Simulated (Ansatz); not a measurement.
**C2H2ClI: a ladder of functionals and wavefunction methods**

An exercise on one series of results from a longer session: the logs are not shown, and one member is left open.

Program: Ansatz 0.2.0, Gaussian basis. Level of theory: functionals in def2-TZVPP, the program's frozen cores in correlated methods. These are calculated values, not measurements.

Plan: LDA (SPW92), PBE-D4, revPBE-D4, BLYP-D4, r2SCAN-D4, B97M-V, PBE0-D4, B3LYP-D4, r2SCANh-D4, r2SCAN0-D4, HSE06-D4, BHLYP-D4, CAM-B3LYP-D4, LC-ωPBE, ωB97X-V, ωB97M-V, B2PLYP, PBE-QIDH; CCSD(T)/def2-SVP; CCSD(T)/def2-TZVPP; MP2/def2-QZVPP; extrapolation to the limit; RPA on PBE.

### The geometry

The geometry comes from an earlier relaxation with PBE0-D4 in a triple-zeta def2 set; it is a stationary point. I takes the def2 core potential; no spin-orbit term is included.

SMILES `C=C(Cl)I`, 6 atoms, charge 0, spin multiplicity 1.

Atoms are counted from 1 here; the program's logs count them from 0.

Bond lengths: C1–C2 1.322 Å, C1–H5 1.081 Å, C1–H6 1.083 Å, C2–Cl3 1.715 Å, C2–I4 2.084 Å. Angles: C2–C1–H5 120.9°, C2–C1–H6 120.3°, H5–C1–H6 118.8°, C1–C2–Cl3 122.4°, C1–C2–I4 122.2°, Cl3–C2–I4 115.3°.

Coordinates:

```xyz
6
C2H2ClI
C     0.6779    0.3296    0.3127
C    -0.4511   -0.1599   -0.1705
Cl   -1.9715    0.5814    0.1152
I    -0.5058   -1.8881   -1.3339
H     1.6228   -0.1580    0.1162
H     0.6698    1.2309    0.9140
```

Set-up of the first run:

The input, in.yaml:

```yaml
crystal:
  periodic: [false, false, false]
  atoms:
    - {symbol: C, position_ang: [0.677877, 0.329632, 0.312672]}
    - {symbol: C, position_ang: [-0.451140, -0.159901, -0.170485]}
    - {symbol: Cl, position_ang: [-1.971542, 0.581355, 0.115213]}
    - {symbol: I, position_ang: [-0.505787, -1.888123, -1.333858]}
    - {symbol: H, position_ang: [1.622837, -0.157969, 0.116183]}
    - {symbol: H, position_ang: [0.669755, 1.230905, 0.913974]}
basis:
  gaussian: {orbitals: def2-TZVPP}
hamiltonian: {xc: lda}
output: {orbitals: {seedname: orbitals}}
```

On the command line:

```console
$ ansatz run in.yaml --threads 2 --pin off --events-out ev --progress --plain --max-ram 4352MiB
```

Among the steps run: LDA; PBE-D4 (GGA); revPBE-D4 (GGA); BLYP-D4 (GGA); r2SCAN-D4 (meta-GGA); B97M-V (meta-GGA); PBE0-D4 (hybrid); B3LYP-D4 (hybrid); r2SCANh-D4 (hybrid); r2SCAN0-D4 (hybrid); HSE06-D4 (hybrid); BHLYP-D4 (hybrid); CAM-B3LYP-D4 (range-separated); LC-ωPBE (range-separated); ωB97X-V (range-separated); ωB97M-V (range-separated); B2PLYP (double hybrid); PBE-QIDH (double hybrid).

One table of the session follows, with a row left open; its other results are not shown here.

It belongs to the step «Frontier levels by functional». 

```
  functional  HOMO (eV)  gap (eV)
 LDA (SPW92)      -6.36      3.97
      PBE-D4      -6.18      3.99
   revPBE-D4      -6.12      4.01
     BLYP-D4      -6.00      3.92
   r2SCAN-D4      -6.42      4.38
      B97M-V      -6.42      4.47
     PBE0-D4          ?         ?
    B3LYP-D4      -7.04      5.52
  r2SCANh-D4      -6.82      5.13
  r2SCAN0-D4      -7.43      6.24
    HSE06-D4      -6.88      5.23
    BHLYP-D4      -8.20      7.91
CAM-B3LYP-D4      -8.52      8.34
     LC-ωPBE      -9.86     10.88
     ωB97X-V      -9.50     10.39
     ωB97M-V      -9.38     10.13
```

**Question.** Estimate the row for PBE0-D4.

The run gave: HOMO (eV): -7.27; gap (eV): 6.00. In the column «HOMO (eV)» it lies between r2SCAN0-D4 (-7.43) and B3LYP-D4 (-7.04).
